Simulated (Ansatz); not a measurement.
# U-wB97M-V/def2-SVPD run of CH5BN (SMILES B[N]C)

What is the electronic atomisation energy of CH5BN at U-wB97M-V/def2-SVPD? 

Program for the calculation: Ansatz 0.2.0.

61 further runs of the same task are left out: 61 set aside as unsound or not needed.

## Step 1: Starting point

CH5BN has 8 atoms, charge 0, and is taken as a doublet. As SMILES, `B[N]C`. The shape is that of a PBE0-D4/def2-TZVP optimisation.

Bond lengths: B1–N2 1.332 Å, N2–C3 1.390 Å, B1–H4 1.210 Å, B1–H5 1.203 Å, C3–H6 1.096 Å, C3–H7 1.096 Å, C3–H8 1.102 Å. Angles: B1–N2–C3 164.6°, N2–B1–H4 118.7°, N2–B1–H5 121.1°, N2–C3–H6 112.2°, N2–C3–H7 112.2°, N2–C3–H8 109.0°, H4–B1–H5 120.3°, H6–C3–H7 109.2°, H6–C3–H8 107.0°, H7–C3–H8 107.0°.

## Step 2: A single-point energy at U-wB97M-V/def2-SVPD

job.yaml reads:

```yaml
crystal:
  periodic: [false, false, false]
  atoms:
    - {symbol: B, position_ang: [-0.373900, 1.096100, -0.965000]}
    - {symbol: "N", position_ang: [0.058500, 0.275600, -0.008700]}
    - {symbol: C, position_ang: [0.339600, -0.835900, 0.776800]}
    - {symbol: H, position_ang: [-1.007800, 0.632300, -1.885400]}
    - {symbol: H, position_ang: [-0.143000, 2.276400, -0.921600]}
    - {symbol: H, position_ang: [-0.096400, -0.755000, 1.778600]}
    - {symbol: H, position_ang: [1.416200, -1.018200, 0.865300]}
    - {symbol: H, position_ang: [-0.101000, -1.728600, 0.304400]}
basis:
  gaussian: {orbitals: def2-SVPD}
magnetization: {spin_polarized: true, initial_magnetization: 1}
hamiltonian: {xc: {name: wB97M-V}}
accuracy: high
output: {orbitals: {seedname: orbitals}}
```

The run is started by

```
$ ansatz run job.yaml --threads 1 --pin off --max-ram 3480MiB --events-out events.jsonl --progress --plain --runs-dir runs
```

The log of the run:

```text
Warning: RAYON_NUM_THREADS=1 ignored (pool sized by the plan → 1); use --threads N
Functional definition: wB97M-V
  name "wB97M-V"
  parameter omega = 0.3/bohr
  parameter cx = 0.15
  parameter cx01 = 1.007
  parameter cx10 = 0.259
  parameter css00 = 0.443
  parameter css04 = -1.437
  parameter css10 = -4.535
  parameter css20 = -3.390
  parameter css43 = 4.278
  parameter cos00 = 1.000
  parameter cos10 = 1.358
  parameter cos20 = 2.924
  parameter cos21 = -8.812
  parameter cos60 = -1.390
  parameter cos61 = 9.142
  parameter b = 6.0
  parameter c = 0.01
  gx(w, u) = 1 - cx + cx01*u + cx10*w
  gss(w, u) = css00 + css04*u^4 + css10*w + css20*w^2 + css43*w^4*u^3
  gos(w, u) = cos00 + cos10*w + (cos20 + cos21*u)*w^2 + (cos60 + cos61*u)*w^6
  exchange = spin_sum(e_x_unif_sr(omega)*gx(b97_w, b97_u_x)) + cx*exact_x_sr(omega) + exact_x_lr(omega)
  correlation = spin_sum(e_c_pw_mod_same_spin*gss(b97_w, b97_u_same))
      + integral(e_c_pw_mod_opposite_spin*gos(b97_w_opposite, b97_u_opposite)) + vv10(b, c)
2079 factors; integrals over basis functions are off by at most 3.1e-9 eV
426 factors; integrals over basis functions are off by at most 1.9e-9 eV
mean field evaluation 1: about -3276.6066 eV, gradient 2.3e1 eV
mean field evaluation 2: about -3276.8053 eV, gradient 2.4e1 eV
mean field evaluation 4: about -3279.1943 eV, gradient 1.0e0 eV
mean field evaluation 8: about -3279.2716 eV, gradient 5.0e-2 eV
mean field evaluation 16: about -3279.2717 eV, gradient 2.9e-4 eV
mean field evaluation 32: about -3279.2717 eV, gradient 3.9e-8 eV
mean field -3279.27168198 eV, -120.5110115427 hartree, gradient 3.9e-8 eV, S^2 0.757777; 0 other end points of the search recorded, 0 dependent functions left out
reference -3279.27168700 eV, -120.5110117269 hartree; 12, 11 occupied and 88, 89 virtual orbitals, 2079 factors
Total energy: -3279.27168700 eV, -120.5110117269 hartree
```

Run time: 2.3 min. Hardware: 1 thread of Arm Neoverse N1, shared host; peak memory 0.88 GiB.

## Step 3: The B atom, same level

run.yaml reads:

```yaml
crystal:
  periodic: [false, false, false]
  atoms:
    - {symbol: B, position_ang: [0.000000, 0.000000, 0.000000]}
basis:
  gaussian:
    orbitals: def2-SVPD
hamiltonian:
  xc: {name: wB97M-V}
accuracy: high
magnetization:
  spin_polarized: true
  initial_magnetization: 1
```

The run is started by

```
$ ansatz run run.yaml --threads 1 --pin off --max-ram 3480MiB --events-out events.jsonl --progress --plain --runs-dir runs
```

The log of the run, shortened:

```text
Warning: RAYON_NUM_THREADS=1 ignored (pool sized by the plan → 1); use --threads N
[... 2 set-up lines as earlier in the session ...]
[...]
  gx(w, u) = 1 - cx + cx01*u + cx10*w
  gss(w, u) = css00 + css04*u^4 + css10*w + css20*w^2 + css43*w^4*u^3
  gos(w, u) = cos00 + cos10*w + (cos20 + cos21*u)*w^2 + (cos60 + cos61*u)*w^6
[...]
      + integral(e_c_pw_mod_opposite_spin*gos(b97_w_opposite, b97_u_opposite)) + vv10(b, c)
161 factors; integrals over basis functions are off by at most 2.8e-9 eV
105 factors; integrals over basis functions are off by at most 1.8e-9 eV
[...]
mean field -669.91722353 eV, -24.6190038785 hartree, gradient 6.5e-8 eV, S^2 0.750903; 0 other end points of the search recorded, 0 dependent functions left out
reference -669.91722655 eV, -24.6190039893 hartree; 3, 2 occupied and 17, 18 virtual orbitals, 161 factors
Total energy: -669.91722655 eV, -24.6190039893 hartree
```

Wall time 5.1 s (1 thread of Arm Neoverse N1, shared host); peak memory 0.17 GiB.

## Step 4: The C atom

run.yaml reads:

```yaml
crystal:
  periodic: [false, false, false]
  atoms:
    - {symbol: C, position_ang: [0.000000, 0.000000, 0.000000]}
basis:
  gaussian:
    orbitals: def2-SVPD
magnetization:
  spin_polarized: true
  initial_magnetization: 2
accuracy: high
hamiltonian:
  xc: {name: wB97M-V}
```

Run the same way, it converges to -37.80021 Eh (log not shown).

## Step 5: The H atom at the same level

input.yaml reads:

```yaml
crystal:
  periodic: [false, false, false]
  atoms:
    - {symbol: H, position_ang: [0.000000, 0.000000, 0.000000]}
basis:
  gaussian: {orbitals: def2-SVPD}
total_charge: 0
magnetization: {spin_polarized: true, initial_magnetization: 1}
hamiltonian: {xc: {name: wB97M-V}}
accuracy: high
```

Run the same way, it converges to -0.49171 Eh (log not shown).

## Step 6: The N atom

input.yaml reads:

```yaml
basis:
  gaussian: {orbitals: def2-SVPD}
crystal:
  periodic: [false, false, false]
  atoms:
    - {symbol: "N", position_ang: [0.000000, 0.000000, 0.000000]}
magnetization: {spin_polarized: true, initial_magnetization: 3}
hamiltonian: {xc: {name: wB97M-V}}
accuracy: high
```

The run is started by

```
$ ansatz run input.yaml --threads 1 --pin off --max-ram 3480MiB --events-out events.jsonl --progress --plain --runs-dir runs
```

The log of the run, shortened:

```text
Warning: RAYON_NUM_THREADS=1 ignored (pool sized by the plan → 1); use --threads N
[... 2 set-up lines as earlier in the session ...]
[...]
  gx(w, u) = 1 - cx + cx01*u + cx10*w
  gss(w, u) = css00 + css04*u^4 + css10*w + css20*w^2 + css43*w^4*u^3
  gos(w, u) = cos00 + cos10*w + (cos20 + cos21*u)*w^2 + (cos60 + cos61*u)*w^6
[...]
      + integral(e_c_pw_mod_opposite_spin*gos(b97_w_opposite, b97_u_opposite)) + vv10(b, c)
163 factors; integrals over basis functions are off by at most 3.0e-9 eV
76 factors; integrals over basis functions are off by at most 1.6e-9 eV
[...]
mean field -1483.73974338 eV, -54.5264298542 hartree, gradient 6.7e-9 eV, S^2 3.753878; 0 other end points of the search recorded, 0 dependent functions left out
reference -1483.73974546 eV, -54.5264299309 hartree; 5, 2 occupied and 15, 18 virtual orbitals, 163 factors
Total energy: -1483.73974546 eV, -54.5264299309 hartree
```

Wall time 3.6 s (1 thread of Arm Neoverse N1, shared host); peak memory 0.15 GiB.

## Step 7: Summary of results

Level: U-wB97M-V/def2-SVPD.

| quantity | value |
| --- | --- |
| molecule: total energy | -120.51101 Eh |
| molecule: HOMO energy (highest over α and β) | -9.26 eV |
| molecule: LUMO energy (lowest over α and β) | -0.69 eV |
| molecule: ⟨S²⟩ | 0.758 |
| B atom: total energy | -24.61900 Eh |
| B atom: ⟨S²⟩ | 0.751 |
| C atom: total energy | -37.80021 Eh |
| C atom: ⟨S²⟩ | 2.002 |
| H atom: total energy | -0.49171 Eh |
| H atom: ⟨S²⟩ | 0.750 |
| N atom: total energy | -54.52643 Eh |
| N atom: ⟨S²⟩ | 3.754 |
| electronic atomisation energy | 30.118 eV |

Taking the molecule apart into free atoms costs 30.12 eV (695 kcal/mol), before zero-point energy and without spin-orbit coupling.
